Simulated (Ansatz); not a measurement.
# B2Ru: the cost of one run

Method: DFT r2SCAN, scalar-relativistic, plane waves, PAW, in Ansatz 0.2.0.

1 further run of the same task is left out (set aside as unsound or not needed). Runs told in other sessions of the task aren't counted.

### Step 1. The structure to begin with

The structure is orthorhombic, space group Pmmn (No. 59). The conventional cell has a = 2.870 Å, b = 4.640 Å, c = 4.038 Å, α = 90.00°, β = 90.00°, γ = 90.00°. Around B (site symmetry m) lie 3 B at 1.82 to 1.88 Å and 4 Ru at 2.16 to 2.27 Å. Ru (site symmetry mm2) has 8 B at 2.16 to 2.27 Å in its first shell of neighbours.

As a file:

```cif
data_structure
_symmetry_space_group_name_H-M 'P 1'
_symmetry_Int_Tables_number 1
_cell_length_a 2.8704
_cell_length_b 4.6403
_cell_length_c 4.0379
_cell_angle_alpha 90.000
_cell_angle_beta 90.000
_cell_angle_gamma 90.000
_cell_volume 53.78
loop_
_atom_site_label
_atom_site_type_symbol
_atom_site_fract_x
_atom_site_fract_y
_atom_site_fract_z
_atom_site_occupancy
B1 B 0.00000 0.80394 0.36255 1
B2 B 0.00000 0.19606 0.36255 1
B3 B 0.50000 0.30394 0.63745 1
B4 B 0.50000 0.69606 0.63745 1
Ru1 Ru 0.00000 0.00000 0.84671 1
Ru2 Ru 0.50000 0.50000 0.15329 1
```

This cell was relaxed beforehand with the same method: volume 8.96 Å³/atom, gap on the mesh none (metal).

### Step 2. Volume × 0.97

input.yaml reads:

```yaml
crystal:
  lattice:
    - [2.8414169079, 0.0, 0.0]
    - [0.0, 4.593433418, 0.0]
    - [0.0, 0.0, 3.997091368]
  atoms:
    - { symbol: B, position: [0.0, 0.8039374088, 0.3625471548] }
    - { symbol: B, position: [0.0, 0.1960625912, 0.3625471548] }
    - { symbol: B, position: [0.5, 0.3039374088, 0.6374528452] }
    - { symbol: B, position: [0.5, 0.6960625912, 0.6374528452] }
    - { symbol: Ru, position: [0.0, 0.0, 0.8467087077] }
    - { symbol: Ru, position: [0.5, 0.5, 0.1532912923] }
basis:
  ecutwfc: 500
kpoints:
  mp_grid: { grid: [12, 8, 10] }
hamiltonian:
  xc: r2scan
scf:
  occupations: { method: gaussian, width: 0.1 }
output:
  forces: true
  stress: true
  eigenvalues: true
  write_density: true
  write_potential: true
  elf: true
  volumetric_format: npy
relax:
  adjacent_minimum: "off"
  f_tol: 0.01
  max_steps: 30
  cell: { stress_tol: 0.1, fix: [volume] }
```

On the command line:

```
$ ansatz run input.yaml --threads 2 --pin off --max-ram 5120MiB --backend cpu --events-out ev --progress --plain --runs-dir out
```

**Question.** How long does this run take on 2 threads of AMD EPYC (Zen 3), shared host, and how much memory does it need?

About 2.9 min, with a peak of 0.72 GiB.
